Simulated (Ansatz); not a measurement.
# KMgPd3: the cost of one run

Computed with Ansatz 0.2.0 (DFT PBE, scalar-relativistic, plane waves, PAW, unless a step's input says otherwise).

### Step 1. The structure to begin with

Symmetry: P4/mmm, No. 123, tetragonal system. The conventional cell has a = 3.543 Å, b = 3.543 Å, c = 7.970 Å, α = 90.00°, β = 90.00°, γ = 90.00°. K (site symmetry 4/mmm) has 8 Pd at 3.05 Å as nearest neighbours. Mg (site symmetry 4/mmm) is surrounded by 6 Pd at 2.24 to 2.51 Å. Pd (site symmetry 4mm) has 1 Mg at 2.24 Å as nearest neighbours. Pd (site symmetry 4/mmm) has 4 Mg at 2.51 Å as nearest neighbours.

As a file:

```
CELL_PARAMETERS angstrom
3.54285 0.00000 0.00000
0.00000 3.54285 0.00000
0.00000 0.00000 7.96973
ATOMIC_POSITIONS crystal
K 0.50000 0.50000 0.50000
Mg 0.00000 0.00000 0.00000
Pd 0.00000 0.00000 0.71929
Pd 0.00000 0.00000 0.28071
Pd 0.50000 0.50000 0.00000
```

Recipe of the guess: random cell by space group and Wyckoff sites (P4/mmm, No. 123). Lengths come from tabulated atomic sizes and are only a guess.

### Step 2. The guess as it stands, on a coarse mesh

input.yaml

```yaml
crystal:
  lattice:
    - [3.54284569, 0.0, 0.0]
    - [0.0, 3.54284569, 0.0]
    - [0.0, 0.0, 7.96973252]
  atoms:
    - { symbol: K, position: [0.5, 0.5, 0.5] }
    - { symbol: Mg, position: [0.0, 0.0, 0.0] }
    - { symbol: Pd, position: [0.0, 0.0, 0.71928747] }
    - { symbol: Pd, position: [0.0, 0.0, 0.28071253] }
    - { symbol: Pd, position: [0.5, 0.5, 0.0] }
basis:
  ecutwfc: 420
kpoints:
  mp_grid: { grid: [6, 6, 2] }
hamiltonian:
  xc: pbe
scf:
  occupations: { method: gaussian, width: 0.1 }
  lower_state_search: "off"
output:
  forces: true
  stress: true
  eigenvalues: true
```

Started as:

```sh
> ansatz run input.yaml --threads 1 --pin off --max-ram 2560MiB --backend cpu --events-out ev --progress --plain --runs-dir out
```

**Question.** How long does this run take on 1 thread of Arm Neoverse V2, shared host, and how much memory does it need?

About 3.8 s, with a peak of 0.36 GiB.
